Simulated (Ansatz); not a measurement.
# ClFGaO radical: a ladder of functionals

An exercise on one series of results from a longer session: the logs are not shown, and one member is left open.

Computed with Ansatz 0.2.0, Gaussian basis. Level: functionals in def2-TZVPP.

Plan: LDA (SPW92), PBE-D4, revPBE-D4, BLYP-D4, r2SCAN-D4, B97M-V.

## The relaxed structure

The geometry comes from an earlier relaxation with PBE0-D4 in a triple-zeta def2 set; it is a stationary point.

SMILES `[O][Ga]([F])[Cl]`, 4 atoms, charge 0, spin multiplicity 2.

Atoms are counted from 1 here; the program's logs count them from 0.

Bond lengths: O1–Ga2 1.793 Å, Ga2–F3 1.733 Å, Ga2–Cl4 2.103 Å. Angles: O1–Ga2–F3 117.5°, O1–Ga2–Cl4 121.6°, F3–Ga2–Cl4 120.9°.

The first run:

in.yaml reads:

```yaml
crystal:
  periodic: [false, false, false]
  atoms:
    - {symbol: O, position_ang: [1.055109, 0.744217, 1.281584]}
    - {symbol: Ga, position_ang: [0.060123, -0.057534, 0.024486]}
    - {symbol: F, position_ang: [0.362160, -1.735334, -0.287452]}
    - {symbol: Cl, position_ang: [-1.421791, 0.988451, -1.038918]}
basis:
  gaussian: {orbitals: def2-TZVPP}
magnetization: {spin_polarized: true, initial_magnetization: 1}
hamiltonian: {xc: lda}
output: {orbitals: {seedname: orbitals}}
```

Started as:

```sh
$ ansatz run in.yaml --threads 2 --pin off --events-out ev --progress --plain --max-ram 32768MiB --backend cpu
```

Steps of the session up to this table: LDA; PBE-D4 (GGA); revPBE-D4 (GGA); BLYP-D4 (GGA); r2SCAN-D4 (meta-GGA); B97M-V (meta-GGA).

One table of the session follows, with a row left open; its other results are not shown here.

It belongs to the step «Orbital energies across the functionals». 

| functional | HOMO (eV) | LUMO (eV) | gap (eV) |
| --- | --- | --- | --- |
| LDA (SPW92) | ? | ? | ? |
| PBE-D4 | -7.93 | -6.89 | 1.04 |
| revPBE-D4 | -7.85 | -6.68 | 1.16 |
| BLYP-D4 | -7.84 | -6.88 | 0.96 |
| r2SCAN-D4 | -8.34 | -6.04 | 2.30 |
| B97M-V | -8.40 | -5.95 | 2.45 |

**Question.** Estimate the row for LDA (SPW92).

As computed: HOMO (eV): -8.03; LUMO (eV): -7.65; gap (eV): 0.38. In the column «HOMO (eV)» it lies between r2SCAN-D4 (-8.34) and PBE-D4 (-7.93).
